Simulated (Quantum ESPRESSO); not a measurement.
# NbTe under changes of volume

One of the cells (21.934 Å³/atom); the others are scaled copies at fixed shape and fractional positions:

```xyz
2
Lattice="3.7030 0.0000 0.0000 -1.8515 3.2069 0.0000 0.0000 0.0000 3.6942" Properties=species:S:1:pos:R:3 pbc="T T T"
Te    1.8515    1.0690    0.0000
Nb    0.0000    0.0000    1.8471
```

The cell comes from a database or a generator and needn't be the stable form of this composition.

| Property | Result |
| --- | --- |
| Program | Quantum ESPRESSO 7.5 |
| Functional | LDA |
| Potentials or basis | GBRV 1.5 LDA |
| Cutoff | 612 eV |
| Density cutoff | 4898 eV |
| k mesh | 8 × 8 × 7 |
| Occupations | fermi-dirac, width 0.05 eV |
| Spin | no spin polarisation |

| volume (Å³/atom) | energy over the lowest point (meV/atom) | pressure (GPa) |
| --- | --- | --- |
| 20.618 | 0.00 | 1.2 |
| 21.057 | 0.52 | -1.8 |
| 21.496 | 8.89 | -4.5 |
| 21.934 | ? | ? |
| 22.373 | 45.46 | -9.0 |
| 22.812 | 72.25 | -10.8 |
| 23.250 | 103.84 | -12.5 |

What does the run at 21.934 Å³/atom give?

Energy over the lowest point 24.13 meV/atom; pressure -6.9 GPa.

Worked out: A Birch-Murnaghan fit of order 3 (a polynomial in V^(-2/3)) to the other rows has its minimum at 20.81 Å³/atom with B0 = V·E''(V) = 144 GPa and B' = 4.7 at fixed shape and positions, which overstates the stiffness. It gives 24.08 meV/atom at 21.934 Å³/atom, against the run's 24.13, and -dE/dV = -6.7 GPa, against -6.9.

Energies are extrapolated to zero smearing.
